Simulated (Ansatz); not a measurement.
# CH₅FO₂Zr: how energies converge with the basis set

Aim: see how fast density functionals converge with the basis set for CH₅FO₂Zr.

The runs use Ansatz 0.2.0, Gaussian basis; one geometry, several basis sets.

The runs, in order: PBE0-D4/def2-SVP; ωB97M-V/def2-SVP; PBE0-D4/def2-QZVPP; ωB97M-V/def2-QZVPP; the functionals' def2-TZVPP values are taken from earlier runs.

1 further run of the same task is left out (for a known fault of the program). Runs told in other sessions of the task aren't counted.

### 1 Structure used throughout

The geometry comes from an earlier relaxation with PBE0-D4 in a triple-zeta def2 set; it is a stationary point, not always the lowest conformer. Zr takes the def2 core potential; no spin-orbit term is included.

SMILES `[CH3][Zr]([OH])([OH])[F]`, 10 atoms, charge 0, spin multiplicity 1.

Atoms are counted from 1 here; the program's logs count them from 0.

Bond lengths: C1–Zr2 2.224 Å, C1–H6 1.096 Å, C1–H7 1.096 Å, C1–H8 1.095 Å, Zr2–O3 1.915 Å, Zr2–O4 1.915 Å, Zr2–F5 1.917 Å, O3–H9 0.952 Å, O4–H10 0.952 Å. Angles: Zr2–C1–H6 111.0°, Zr2–C1–H7 111.0°, Zr2–C1–H8 111.4°, H6–C1–H7 107.8°, H6–C1–H8 107.7°, H7–C1–H8 107.7°, C1–Zr2–O3 105.6°, C1–Zr2–O4 105.6°, C1–Zr2–F5 106.7°, O3–Zr2–O4 114.5°, O3–Zr2–F5 111.8°, O4–Zr2–F5 111.8°, Zr2–O3–H9 167.5°, Zr2–O4–H10 167.8°.

Geometry (Å):

```xyz
10
charge 0, multiplicity 1
C    -1.4492   -0.4946   -0.4131
Zr    0.4074    0.5343    0.2517
O     1.0583   -0.4835    1.7381
O     1.5671    0.5434   -1.2726
F    -0.1021    2.3081    0.7708
H    -2.1861   -0.5375    0.3970
H    -1.9089    0.0308   -1.2579
H    -1.2450   -1.5226   -0.7321
H     1.5678   -0.9260    2.4100
H     2.2906    0.5475   -1.8918
```

### 2 PBE0-D4 in def2-SVP

Contents of in.yaml:

```yaml
crystal:
  periodic: [false, false, false]
  atoms:
    - {symbol: C, position_ang: [-1.449159, -0.494641, -0.413126]}
    - {symbol: Zr, position_ang: [0.407394, 0.534342, 0.251683]}
    - {symbol: O, position_ang: [1.058324, -0.483477, 1.738106]}
    - {symbol: O, position_ang: [1.567118, 0.543386, -1.272622]}
    - {symbol: F, position_ang: [-0.102057, 2.308058, 0.770840]}
    - {symbol: H, position_ang: [-2.186057, -0.537485, 0.396988]}
    - {symbol: H, position_ang: [-1.908930, 0.030806, -1.257925]}
    - {symbol: H, position_ang: [-1.245036, -1.522555, -0.732111]}
    - {symbol: H, position_ang: [1.567840, -0.925953, 2.409989]}
    - {symbol: H, position_ang: [2.290563, 0.547500, -1.891811]}
basis:
  gaussian: {orbitals: def2-SVP}
hamiltonian: {xc: pbe0, dispersion: d4}
output: {orbitals: {seedname: orbitals}}
```

Launch:

```bash
> ansatz run in.yaml --threads 4 --pin off --events-out ev --progress --plain --max-ram 10444MiB
```

After this run come: ωB97M-V in def2-SVP; PBE0-D4 in def2-QZVPP; ωB97M-V in def2-QZVPP.

**Question.** What will the summary of the whole plan be? Wanted: PBE0-D4: double and triple zeta above quadruple; ωB97M-V: double and triple zeta above quadruple.

As calculated:

| quantity | value |
| --- | --- |
| PBE0-D4: double and triple zeta above quadruple | 10.52, 0.54 eV |
| ωB97M-V: double and triple zeta above quadruple | 10.77, 0.52 eV |

In words: For PBE0-D4 the step from double to triple zeta gains 9.97 eV and the next only 0.54 eV. These are total energies; as a rule much of such shifts cancels in differences, which this series doesn't test. The LUMO of ωB97M-V is positive and keeps falling with the basis (0.91 to 0.40 eV): an unbound level that the basis holds in place.
